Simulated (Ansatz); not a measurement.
Working through a convergence test of the plane-wave cutoff of TePb, space group Fm-3m

Program: Ansatz 0.2.0, Python API.

The cells in order, each with its output:

**Cell 1**
```python
import csv

import ansatz as az
```

**Cell 2**
```python
FUNCTIONAL = "pbe"
SMEARING = "fixed"
```

**Cell 3**
```python
system = (
    az.Lattice.of((0.0, 3.231, 3.231), (3.231, 0.0, 3.231), (3.231, 3.231, 0.0))
    .atom("Te", (0.5, 0.5, 0.5))
    .atom("Pb", (0.0, 0.0, 0.0))
)
```

**Cell 4**
```python
system.resolved().sites[-1]
```
Output:
```text
Site(symbol='Pb', position=(0.0, 0.0, 0.0), moment=None, axis=None, held=None, saved=None)
```

**Cell 5**
```python
calc = (
    system.calculation()
    .functional(FUNCTIONAL)
    .kpoints(6)
    .occupations(SMEARING)
)
```

**Cell 6**
```python
rows = []
for value in [250, 300, 350, 400]:
    rep = calc.basis(value).run(threads=1).report
    rows.append((value, rep["free_energy_ev"] / len(rep["lattice"]["sites"]), rep["n_iterations"], rep["n_pw"]))
```
Output:
```text
DeckWarning: basis.ecutwfc = 250 eV is below the records' recommended 420 eV, and the density's cutoff is lower with it unless basis.ecutrho_ratio is high enough to keep the records' density cutoff: compare with a run at a higher cutoff
DeckWarning: basis.ecutwfc = 300 eV is below the records' recommended 420 eV, and the density's cutoff is lower with it unless basis.ecutrho_ratio is high enough to keep the records' density cutoff: compare with a run at a higher cutoff
DeckWarning: basis.ecutwfc = 350 eV is below the records' recommended 420 eV, and the density's cutoff is lower with it unless basis.ecutrho_ratio is high enough to keep the records' density cutoff: compare with a run at a higher cutoff
DeckWarning: basis.ecutwfc = 400 eV is below the records' recommended 420 eV, and the density's cutoff is lower with it unless basis.ecutrho_ratio is high enough to keep the records' density cutoff: compare with a run at a higher cutoff
```

**Cell 7**
```python
with open("ecut.csv", "w", newline="") as handle:
    writer = csv.writer(handle)
    writer.writerow(["cutoff (eV)", "F/atom (eV)", "iterations", "plane waves"])
    writer.writerows([round(v, 5) if isinstance(v, float) else v for v in row] for row in rows)
```

**Cell 8**
```python
# differences from the last row
for row in rows[:-1]:
    shift = 1000 * (row[1] - rows[-1][1])
    print(f"{row[0]}: {shift:+.2f} meV/atom" + ("  (within 1 meV)" if abs(shift) < 1 else ""))
```
Output:
```text
250: +732.79 meV/atom
300: +50.68 meV/atom
350: +1.59 meV/atom
```

File `ecut.csv` afterwards:
```csv
cutoff (eV),F/atom (eV),iterations,plane waves
250,-9442.84946,7,609
300,-9443.53157,7,821
350,-9443.58066,6,965
400,-9443.58225,6,1243
```

Spin-orbit coupling, which matters for elements this heavy, is left out. The starting cell is as deposited in a crystallographic database; the results hold for this polymorph, which needn't be the stable one. Warnings are shown shortened and without file and line. Shifts are counted from the last row, which is itself no proven limit. Finished in 3.3 s on 1 thread of Arm Neoverse V2, with other jobs on the host, peak memory 0.35 GiB.
